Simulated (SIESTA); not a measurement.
Input of a SIESTA 5.4.2 run:

Contents of TiPd3.fdf:

```
SystemName                      TiPd3
SystemLabel                     TiPd3
NumberOfSpecies                 2
NumberOfAtoms                   4
%block ChemicalSpeciesLabel
  1  46 Pd
  2  22 Ti
%endblock ChemicalSpeciesLabel

LatticeConstant                 1.0 Ang
%block LatticeVectors
     3.8200000000     0.0000000000     0.0000000000
     0.0000000000     3.8200000000     0.0000000000
     0.0000000000     0.0000000000     3.8200000000
%endblock LatticeVectors
AtomicCoordinatesFormat         Fractional
%block AtomicCoordinatesAndAtomicSpecies
     0.5000000000     0.5000000000     0.0000000000  1  Pd
     0.5000000000     0.0000000000     0.5000000000  1  Pd
     0.0000000000     0.5000000000     0.5000000000  1  Pd
     0.0000000000     0.0000000000     0.0000000000  2  Ti
%endblock AtomicCoordinatesAndAtomicSpecies

%block kgrid.MonkhorstPack
    7   0   0  0.0
    0   7   0  0.0
    0   0   7  0.0
%endblock kgrid.MonkhorstPack
XC.Functional                   GGA
XC.Authors                      PBEsol
PAO.BasisSize                   DZP
PAO.EnergyShift                 0.003 Ry
Mesh.Cutoff                     800 Ry
OccupationFunction              FD
ElectronicTemperature           0.05 eV
MaxSCFIterations                120
SCF.MustConverge                false
SCF.Mixer.Method                Pulay
SCF.Mixer.Weight                0.25
SCF.Mixer.History               8
SCF.DM.Tolerance                5.0e-05
SCF.H.Tolerance                 1.0e-03 eV
WriteForces                     true
Charge.Mulliken                 end
BandLinesScale                  ReciprocalLatticeVectors
%block BandLines
    1    0.000000   0.000000   0.000000  \Gamma
   11    0.000000   0.500000   0.000000  X
   11    0.500000   0.500000   0.000000  M
   15    0.000000   0.000000   0.000000  \Gamma
   18    0.500000   0.500000   0.500000  R
   15    0.000000   0.500000   0.000000  X
    1    0.500000   0.500000   0.000000  M
   11    0.500000   0.500000   0.500000  R
%endblock BandLines
%block PAO.Basis
  Pd 5
  n=4 0 2
    2.827 0.000
  n=5 0 2
    8.651 0.000
  n=4 1 2
    3.241 0.000
  n=5 1 1
    8.651
  n=4 2 2
    5.842 0.000
  Ti 5
  n=3 0 2
    3.151 0.000
  n=4 0 2
    8.703 0.000
  n=3 1 2
    3.568 0.000
  n=4 1 1
    8.703
  n=3 2 2
    6.267 0.000
%endblock PAO.Basis
```

Potentials or basis: PseudoDojo 0.4 standard (PBEsol files), DZP (energy shift 0.003 Ry; two zetas on semicore shells).

Launch:

```bash
$ siesta < TiPd3.fdf > TiPd3.out 2>&1
```

Q: What does it give for the band gap on the k mesh?

A: None (metal or under the smearing width).

Q: What does it give for the pressure?

A: 8.4 GPa.

Levels at the corners of the path, in eV from the Fermi level:
```csv
point,band 30,band 31,band 32,band 33,band 34,band 35,band 36,band 37
Γ,-0.70,-0.70,-0.70,1.17,1.17,1.86,1.86,1.86
X,-2.65,-2.63,-1.76,-0.70,-0.17,-0.17,0.55,0.62
M,-3.09,-2.61,-2.40,-2.32,0.21,0.21,0.48,1.49
Γ,-0.70,-0.70,-0.70,1.17,1.17,1.86,1.86,1.86
R,-1.11,-1.11,-0.04,-0.04,-0.04,0.07,0.98,0.98
X,-2.65,-2.63,-1.76,-0.70,-0.17,-0.17,0.55,0.62
M,-3.09,-2.61,-2.40,-2.32,0.21,0.21,0.48,1.49
R,-1.11,-1.11,-0.04,-0.04,-0.04,0.07,0.98,0.98
```

Caveat: the basis of atomic orbitals isn't converged, which shifts pressures, moduli and gaps.
